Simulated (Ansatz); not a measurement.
# CH8BNOSi: two geometries relaxed

Are the two ends of the inversion of the pyramid at N3 separate minima, and which lies lower? Each is relaxed from a guess. SMILES of the start: CB(N)[SiH2]O.

Method: RKS PBE/def2-SVP, in Ansatz 0.2.0.

## 1. The starting structure

Bond lengths: C1–B2 1.523 Å, B2–N3 1.517 Å, B2–Si4 2.014 Å, Si4–O5 1.722 Å, C1–H6 1.134 Å, C1–H7 1.151 Å, C1–H8 1.079 Å, N3–H9 1.028 Å, N3–H10 1.090 Å, Si4–H11 1.460 Å, Si4–H12 1.419 Å, O5–H13 1.016 Å. Angles (14 of 19 angles, heavy atoms first): C1–B2–N3 118.3°, C1–B2–Si4 121.5°, N3–B2–Si4 120.2°, B2–Si4–O5 106.3°, B2–C1–H6 113.0°, B2–C1–H7 110.0°, B2–C1–H8 113.0°, B2–N3–H9 105.9°, B2–N3–H10 105.4°, B2–Si4–H11 106.7°, B2–Si4–H12 109.3°, O5–Si4–H11 109.7°, O5–Si4–H12 110.8°, Si4–O5–H13 108.0°.

Coordinates:

```xyz
13

C    -1.6316    0.0545   -0.1295
B    -0.2219   -0.5212   -0.0910
N    -0.0343   -1.9850   -0.4406
Si    1.3672    0.6147    0.3996
O     0.7545    2.1925    0.7145
H    -1.9510    0.5096    0.8585
H    -1.6811    0.9269   -0.8784
H    -2.3725   -0.6643   -0.4432
H     0.6864   -2.0087   -1.1732
H     0.4572   -2.4286    0.4252
H     1.9250    0.0488    1.6246
H     2.2821    0.6370   -0.6851
H     0.4405    2.5892   -0.1666
```

## 2. Relaxing end A

The input, input.yaml:

```yaml
crystal:
  periodic: [false, false, false]
  atoms:
    - { symbol: C, position_ang: [-1.6316, 0.0545, -0.1295] }
    - { symbol: B, position_ang: [-0.2219, -0.5212, -0.091] }
    - { symbol: "N", position_ang: [-0.0343, -1.985, -0.4406] }
    - { symbol: Si, position_ang: [1.3672, 0.6147, 0.3996] }
    - { symbol: O, position_ang: [0.7545, 2.1925, 0.7145] }
    - { symbol: H, position_ang: [-1.951, 0.5096, 0.8585] }
    - { symbol: H, position_ang: [-1.6811, 0.9269, -0.8784] }
    - { symbol: H, position_ang: [-2.3725, -0.6643, -0.4432] }
    - { symbol: H, position_ang: [0.6864, -2.0087, -1.1732] }
    - { symbol: H, position_ang: [0.4572, -2.4286, 0.4252] }
    - { symbol: H, position_ang: [1.925, 0.0488, 1.6246] }
    - { symbol: H, position_ang: [2.2821, 0.637, -0.6851] }
    - { symbol: H, position_ang: [0.4405, 2.5892, -0.1666] }
basis:
  gaussian: { orbitals: def2-SVP }
hamiltonian:
  xc: pbe
relax:
  f_tol: 0.015
  max_steps: 40
output:
  orbitals: {}
```

Started as:

```bash
$ ansatz run input.yaml --threads 2 --pin off --max-ram 3072MiB --backend cpu --events-out ev --progress --plain --runs-dir out
```

Output, cut to the lines that bear on the results:

```text
Warning: RAYON_NUM_THREADS=2 ignored (pool sized by the plan → 2); use --threads N
[...]
Functional definition: PBE
[...]
1287 factors; their error is unknown
[...]
mean field -13241.36763383 eV, -486.6112852218 hartree, gradient 5.0e-5 eV, S^2 0.000000; 0 other end points of the search recorded, 0 dependent functions left out
[...]
reference -13241.36767279 eV, -486.6112866538 hartree; 24, 24 occupied and 90, 90 virtual orbitals, 1287 factors
relax step   1: F+E_penalty+E_count = -13241.36763383 eV  Δ(F+E_penalty+E_count) = +0.000e0 eV  max|allowed force component| = 2.270e0 eV/Å  Δτ_max = 0.0000 Å  (29 SCF iters, accepted)
[...]
relax step   5: F+E_penalty+E_count = -13242.31751038 eV  Δ(F+E_penalty+E_count) = -2.141e-1 eV  max|allowed force component| = 1.655e0 eV/Å  Δτ_max = 0.1950 Å  (29 SCF iters, accepted)
[...]
relax step   9: F+E_penalty+E_count = -13242.97910140 eV  Δ(F+E_penalty+E_count) = -1.290e-1 eV  max|allowed force component| = 1.217e0 eV/Å  Δτ_max = 0.2000 Å  (29 SCF iters, accepted)
[...]
relax step  13: F+E_penalty+E_count = -13243.07587642 eV  Δ(F+E_penalty+E_count) = -2.367e-3 eV  max|allowed force component| = 6.129e-2 eV/Å  Δτ_max = 0.0500 Å  (29 SCF iters, accepted)
[...]
relax step  15: F+E_penalty+E_count = -13243.07925689 eV  Δ(F+E_penalty+E_count) = -1.093e-3 eV  max|allowed force component| = 7.569e-2 eV/Å  Δτ_max = 0.0358 Å  (29 SCF iters, accepted)
[...]
relax step  16: F+E_penalty+E_count = -13243.08088351 eV  Δ(F+E_penalty+E_count) = -1.627e-3 eV  max|allowed force component| = 1.275e-1 eV/Å  Δτ_max = 0.0923 Å  (29 SCF iters, accepted)
```

## 3. The output, continued: end point A relaxed

Output, continued, cut to the lines that bear on the results:

```text
[...]
1287 factors; their error is unknown
[...]
mean field -13243.08231367 eV, -486.6742985436 hartree, gradient 1.8e-5 eV, S^2 0.000000; 0 other end points of the search recorded, 0 dependent functions left out
[...]
reference -13243.08235362 eV, -486.6743000118 hartree; 24, 24 occupied and 90, 90 virtual orbitals, 1287 factors
relax step  17: F+E_penalty+E_count = -13243.08231367 eV  Δ(F+E_penalty+E_count) = -1.430e-3 eV  max|allowed force component| = 1.083e-1 eV/Å  Δτ_max = 0.0266 Å  (30 SCF iters, accepted)
[...]
relax step  20: F+E_penalty+E_count = -13243.08917977 eV  Δ(F+E_penalty+E_count) = -2.131e-3 eV  max|allowed force component| = 3.183e-1 eV/Å  Δτ_max = 0.1007 Å  (29 SCF iters, accepted)
[...]
Atom 3 at     1.352680     0.754370     0.444406 Å, force     0.001420     0.007291     0.000114 eV/Å
Atom 4 at     1.012165     2.374414     0.049103 Å, force     0.000548    -0.002287     0.000750 eV/Å
Atom 5 at    -1.860450    -0.072064     1.301800 Å, force    -0.001104    -0.000151     0.009285 eV/Å
Atom 6 at    -1.885073     0.929367    -0.148194 Å, force    -0.000924     0.007901    -0.003404 eV/Å
Atom 7 at    -2.425510    -0.787198    -0.244768 Å, force    -0.001915    -0.002886    -0.001447 eV/Å
Atom 8 at     1.114002    -2.042138    -0.844364 Å, force    -0.001535     0.002166     0.001848 eV/Å
Atom 9 at    -0.545153    -2.432337    -0.921956 Å, force    -0.000018     0.001348     0.000228 eV/Å
Atom 10 at     1.592394     0.793853     1.932418 Å, force    -0.002148    -0.001096     0.000042 eV/Å
Atom 11 at     2.664856     0.303385    -0.181643 Å, force    -0.000673    -0.001721    -0.001435 eV/Å
Atom 12 at     0.685384     2.489847    -0.859530 Å, force     0.000035    -0.002521     0.000454 eV/Å
Dipole moment:    -0.229708    -0.545770    -0.440506 e Å
```

It took 48 s on 2 threads of Intel Xeon Platinum 8488C (Sapphire Rapids), shared host; peak memory 0.2 GiB.

Step by step:

```csv
step,energy from step 1 (eV),largest force component (eV/Å)
1,0.0000,2.2704
2,-0.3806,0.9358
3,-0.5245,1.2086
4,-0.7357,1.1552
5,-0.9499,1.6548
6,-1.1769,1.7347
7,-1.3805,1.4193
8,-1.4825,1.2625
9,-1.6115,1.2172
10,-1.6766,0.3504
11x,-1.6661,0.3838
12,-1.7059,0.0386
13,-1.7082,0.0613
14,-1.7105,0.1007
15,-1.7116,0.0757
16,-1.7133,0.1275
17,-1.7147,0.1083
18,-1.7174,0.2440
19,-1.7194,0.1903
20,-1.7215,0.3183
21,-1.7273,0.1276
22,-1.7301,0.1300
23,-1.7317,0.0978
24,-1.7332,0.0841
25,-1.7337,0.0892
26,-1.7339,0.0800
27,-1.7341,0.0331
28,-1.7341,0.0093
```

Step 1 is the start. 1 step was tried and not accepted (marked x).

After: Bond lengths: C1–B2 1.583 Å, B2–N3 1.403 Å, B2–Si4 2.039 Å, Si4–O5 1.702 Å, C1–H6 1.113 Å, C1–H7 1.111 Å, C1–H8 1.111 Å, N3–H9 1.022 Å, N3–H10 1.024 Å, Si4–H11 1.508 Å, Si4–H12 1.522 Å, O5–H13 0.972 Å. Angles (14 of 19 angles, heavy atoms first): C1–B2–N3 121.1°, C1–B2–Si4 120.6°, N3–B2–Si4 118.3°, B2–Si4–O5 112.4°, B2–C1–H6 109.5°, B2–C1–H7 111.2°, B2–C1–H8 114.6°, B2–N3–H9 123.9°, B2–N3–H10 123.1°, B2–Si4–H11 112.4°, B2–Si4–H12 110.9°, O5–Si4–H11 103.7°, O5–Si4–H12 111.0°, Si4–O5–H13 113.4°.

## 4. End point B

The second end starts from a geometry with the move made by hand.

Changes to input.yaml since step 2:

```diff
@@ -11,4 +11,4 @@
     - { symbol: H, position_ang: [-2.3725, -0.6643, -0.4432] }
-    - { symbol: H, position_ang: [0.6864, -2.0087, -1.1732] }
-    - { symbol: H, position_ang: [0.4572, -2.4286, 0.4252] }
+    - { symbol: H, position_ang: [-0.35067, -2.08419, -1.41361] }
+    - { symbol: H, position_ang: [-0.78905, -2.51932, 0.1363] }
     - { symbol: H, position_ang: [1.925, 0.0488, 1.6246] }
```

Started as:

```bash
$ ansatz run input.yaml --threads 2 --pin off --max-ram 3072MiB --backend cpu --events-out ev --progress --plain --runs-dir out
```

Output, cut to the lines that bear on the results:

```text
Warning: RAYON_NUM_THREADS=2 ignored (pool sized by the plan → 2); use --threads N
[...]
[... 1 set-up line as earlier in the session ...]
[...]
1287 factors; their error is unknown
[...]
mean field -13241.33363819 eV, -486.6100359054 hartree, gradient 3.4e-5 eV, S^2 0.000000; 0 other end points of the search recorded, 0 dependent functions left out
[...]
reference -13241.33367676 eV, -486.6100373225 hartree; 24, 24 occupied and 90, 90 virtual orbitals, 1287 factors
relax step   1: F+E_penalty+E_count = -13241.33363819 eV  Δ(F+E_penalty+E_count) = +0.000e0 eV  max|allowed force component| = 2.188e0 eV/Å  Δτ_max = 0.0000 Å  (29 SCF iters, accepted)
[...]
relax step   4: F+E_penalty+E_count = -13242.25002644 eV  Δ(F+E_penalty+E_count) = -2.622e-1 eV  max|allowed force component| = 1.017e0 eV/Å  Δτ_max = 0.2000 Å  (29 SCF iters, accepted)
[...]
relax step   7: F+E_penalty+E_count = -13242.98573131 eV  Δ(F+E_penalty+E_count) = -2.095e-1 eV  max|allowed force component| = 6.655e-1 eV/Å  Δτ_max = 0.2000 Å  (29 SCF iters, accepted)
[...]
relax step  10: F+E_penalty+E_count = -13243.07825709 eV  Δ(F+E_penalty+E_count) = -4.911e-2 eV  max|allowed force component| = 3.800e-1 eV/Å  Δτ_max = 0.1999 Å  (29 SCF iters, accepted)
[...]
relax step  12: F+E_penalty+E_count = -13243.08858735 eV  Δ(F+E_penalty+E_count) = -1.033e-2 eV  max|allowed force component| = 8.012e-2 eV/Å  Δτ_max = 0.0371 Å  (29 SCF iters, accepted)
[...]
relax step  13: F+E_penalty+E_count = -13243.09189926 eV  Δ(F+E_penalty+E_count) = -3.312e-3 eV  max|allowed force component| = 7.100e-2 eV/Å  Δτ_max = 0.1000 Å  (29 SCF iters, accepted)
[...]
1287 factors; their error is unknown
mean field -13243.09394560 eV, -486.6747260092 hartree, gradient 1.9e-5 eV, S^2 0.000000; 0 other end points of the search recorded, 0 dependent functions left out
```

## 5. The output, continued: end point B relaxed

Output, continued, cut to the lines that bear on the results:

```text
[...]
reference -13243.09398526 eV, -486.6747274667 hartree; 24, 24 occupied and 90, 90 virtual orbitals, 1287 factors
relax step  14: F+E_penalty+E_count = -13243.09394560 eV  Δ(F+E_penalty+E_count) = -2.046e-3 eV  max|allowed force component| = 1.259e-1 eV/Å  Δτ_max = 0.0938 Å  (29 SCF iters, accepted)
[...]
relax step  20: F+E_penalty+E_count = -13243.10162331 eV  Δ(F+E_penalty+E_count) = -2.232e-4 eV  max|allowed force component| = 2.080e-2 eV/Å  Δτ_max = 0.0246 Å  (30 SCF iters, accepted)
[...]
relax step  21: F+E_penalty+E_count = -13243.10170985 eV  Δ(F+E_penalty+E_count) = -8.653e-5 eV  max|allowed force component| = 1.020e-2 eV/Å  Δτ_max = 0.0220 Å  (30 SCF iters, accepted)
1287 factors; their error is unknown
mean field -13243.10170985 eV, -486.6750113401 hartree, gradient 1.8e-5 eV, S^2 0.000000; 1 other end points of the search recorded, 0 dependent functions left out
[...]
Atom 3 at     1.252657     0.597088     0.388533 Å, force    -0.001877     0.008991     0.000191 eV/Å
Atom 4 at     1.048192     2.258663     0.080093 Å, force    -0.000168    -0.010200    -0.008694 eV/Å
Atom 5 at    -1.995563     0.022564     1.319849 Å, force     0.001414    -0.000813    -0.001907 eV/Å
Atom 6 at    -1.973493     1.086595    -0.085574 Å, force    -0.001213     0.000773    -0.000540 eV/Å
Atom 7 at    -2.668471    -0.569882    -0.235907 Å, force    -0.003512    -0.000251     0.000048 eV/Å
Atom 8 at     0.723460    -2.104441    -1.008328 Å, force     0.001217     0.001229    -0.000273 eV/Å
Atom 9 at    -0.965673    -2.342164    -1.045859 Å, force    -0.001050    -0.001215    -0.000496 eV/Å
Atom 10 at     1.541202     0.542049     1.867333 Å, force     0.000474     0.000735    -0.000294 eV/Å
Atom 11 at     2.497295     0.061093    -0.305137 Å, force    -0.000582     0.001039     0.001482 eV/Å
Atom 12 at     0.710101     2.445180    -0.812679 Å, force     0.001787     0.000073     0.008623 eV/Å
Dipole moment:    -0.289569    -0.501796    -0.455485 e Å
```

Wall time 36 s (2 threads of Intel Xeon Platinum 8488C (Sapphire Rapids), shared host); peak memory 0.3 GiB.

The steps of the relaxation:

```csv
step,energy from step 1 (eV),largest force component (eV/Å)
1,0.0000,2.1881
2,-0.4405,1.2503
3,-0.6542,1.2215
4,-0.9164,1.0174
5,-1.1781,1.7494
6,-1.4426,1.2716
7,-1.6521,0.6655
8,-1.6936,0.5383
9,-1.6955,1.1257
10,-1.7446,0.3800
11x,-1.7417,0.3933
12,-1.7549,0.0801
13,-1.7583,0.0710
14,-1.7603,0.1259
15,-1.7624,0.1099
16,-1.7651,0.1467
17,-1.7659,0.1357
18,-1.7672,0.0901
19,-1.7678,0.0372
20,-1.7680,0.0208
21,-1.7681,0.0102
```

Step 1 is the start. 1 step was tried and not accepted (marked x).

After: Bond lengths: C1–B2 1.583 Å, B2–N3 1.403 Å, B2–Si4 2.039 Å, Si4–O5 1.702 Å, C1–H6 1.113 Å, C1–H7 1.111 Å, C1–H8 1.111 Å, N3–H9 1.021 Å, N3–H10 1.024 Å, Si4–H11 1.508 Å, Si4–H12 1.522 Å, O5–H13 0.973 Å. Angles (14 of 19 angles, heavy atoms first): C1–B2–N3 121.1°, C1–B2–Si4 120.7°, N3–B2–Si4 118.2°, B2–Si4–O5 112.4°, B2–C1–H6 109.6°, B2–C1–H7 111.2°, B2–C1–H8 114.6°, B2–N3–H9 123.9°, B2–N3–H10 123.1°, B2–Si4–H11 112.4°, B2–Si4–H12 110.8°, O5–Si4–H11 103.7°, O5–Si4–H12 111.1°, Si4–O5–H13 113.3°.

## 6. What came out

```
                           quantity                     value
                              end A  26 moves, 1.734 eV lower
                              end B  19 moves, 1.768 eV lower
largest difference between the ends                    0.01 Å
            end B relative to end A                 +0.000 eV
```

**Reading.** Both starts fell into the same minimum (no atom differs by more than 0.01 Å), so from this start no second minimum was found and no band was run; another arrangement could still be one.
